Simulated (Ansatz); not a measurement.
# AlHBr radical (SMILES [AlH][Br]): single points off equilibrium

A test off equilibrium: a structure displaced at random from a GFN2-xTB minimum is computed at several levels, and each is set against CCSD(T).

Method: single points in def2-TZVPP; program: Ansatz 0.2.0, Gaussian basis.

Cores are frozen in the correlated methods. Filled d shells of the heavier atoms are correlated. Orbitals are unrestricted.

### 1 The system as given

SMILES `[AlH][Br]`, 3 atoms, charge 0, spin multiplicity 2.

Atoms are counted from 1 here; the program's logs count them from 0.

Bond lengths: Al1–Br2 2.430 Å, Al1–H3 1.449 Å. Angles: Br2–Al1–H3 124.3°.

Coordinates:

```xyz
3
charge 0, multiplicity 2
Al   -0.3807   -0.5399   -0.3523
Br    1.6381   -0.0618    0.9129
H    -1.3451    0.4620   -0.7582
```

### 2 CCSD(T)/def2-TZVPP

run/in.yaml reads:

```yaml
crystal:
  periodic: [false, false, false]
  atoms:
    - {symbol: Al, position_ang: [-0.380700, -0.539900, -0.352300]}
    - {symbol: Br, position_ang: [1.638100, -0.061800, 0.912900]}
    - {symbol: H, position_ang: [-1.345100, 0.462000, -0.758200]}
basis:
  gaussian: {orbitals: def2-TZVPP}
magnetization: {spin_polarized: true, initial_magnetization: 1}
correlation: {method: ccsd_t}
scf: {omitted_lower_state_checks: [cluster_reference]}
output: {forces: true}
```

No record of the launch command was kept for these runs.

### 3 PBE0-D4/def2-TZVPP

run/in.yaml, as its differences from that of step 2:

```diff
@@ -9,4 +9,3 @@
 magnetization: {spin_polarized: true, initial_magnetization: 1}
-correlation: {method: ccsd_t}
-scf: {omitted_lower_state_checks: [cluster_reference]}
-output: {forces: true}
+hamiltonian: {xc: pbe0, dispersion: d4}
+output: {forces: true, orbitals: {seedname: orbitals}}
```

### 4 wB97M-V/def2-TZVPP

run/in.yaml, as its differences from that of step 3:

```diff
@@ -9,3 +9,3 @@
 magnetization: {spin_polarized: true, initial_magnetization: 1}
-hamiltonian: {xc: pbe0, dispersion: d4}
-output: {forces: true, orbitals: {seedname: orbitals}}
+hamiltonian: {xc: {name: wB97M-V}}
+output: {forces: true}
```

### 5 r2SCAN-D4/def2-TZVPP

run/in.yaml, as its differences from that of step 4:

```diff
@@ -9,3 +9,3 @@
 magnetization: {spin_polarized: true, initial_magnetization: 1}
-hamiltonian: {xc: {name: wB97M-V}}
+hamiltonian: {xc: r2scan, dispersion: d4}
 output: {forces: true}
```

### 6 PBE-D4/def2-TZVPP

run/in.yaml, as its differences from that of step 5:

```diff
@@ -9,3 +9,3 @@
 magnetization: {spin_polarized: true, initial_magnetization: 1}
-hamiltonian: {xc: r2scan, dispersion: d4}
+hamiltonian: {xc: pbe, dispersion: d4}
 output: {forces: true}
```

### 7 r2SCAN0-D4/def2-TZVPP

run/in.yaml, as its differences from that of step 6:

```diff
@@ -9,3 +9,3 @@
 magnetization: {spin_polarized: true, initial_magnetization: 1}
-hamiltonian: {xc: pbe, dispersion: d4}
+hamiltonian: {xc: {name: r2SCAN0}, dispersion: d4}
 output: {forces: true}
```

### 8 wB97X-V/def2-TZVPP

run/in.yaml, as its differences from that of step 7:

```diff
@@ -9,3 +9,3 @@
 magnetization: {spin_polarized: true, initial_magnetization: 1}
-hamiltonian: {xc: {name: r2SCAN0}, dispersion: d4}
+hamiltonian: {xc: {name: wB97X-V}}
 output: {forces: true}
```

(Steps that only read results are left out.)

Q: Predict the outcome of this session. Wanted: energy less free atoms, CCSD(T)/def2-TZVPP; RMS force component; RMS force error; HOMO and LUMO, PBE0-D4; T1 diagnostic.

**Answer**, as computed:

| quantity | value |
| --- | --- |
| energy less free atoms, CCSD(T)/def2-TZVPP | -5.897 eV |
| RMS force component | 1.467 to 1.525 eV/Å over the methods |
| RMS force error | PBE0-D4 0.035, wB97M-V 0.050, r2SCAN-D4 0.033, PBE-D4 0.128, r2SCAN0-D4 0.020, wB97X-V 0.018 eV/Å |
| HOMO and LUMO, PBE0-D4 | -6.05 and -2.69 eV |
| T1 diagnostic | 0.010 |

In words: Against CCSD(T) the functionals' energies less atoms differ by -0.415 to -0.098 eV, PBE-D4 by -0.198 eV. CCSD(T) in triple zeta still lacks some correlation energy of the bonds, so part of these gaps is its own basis error and they don't rank the functionals. On forces the order runs from wB97X-V to PBE-D4. Frozen-core CCSD(T) forces in triple zeta carry basis errors of their own, and this is one geometry, so small gaps rank nothing.
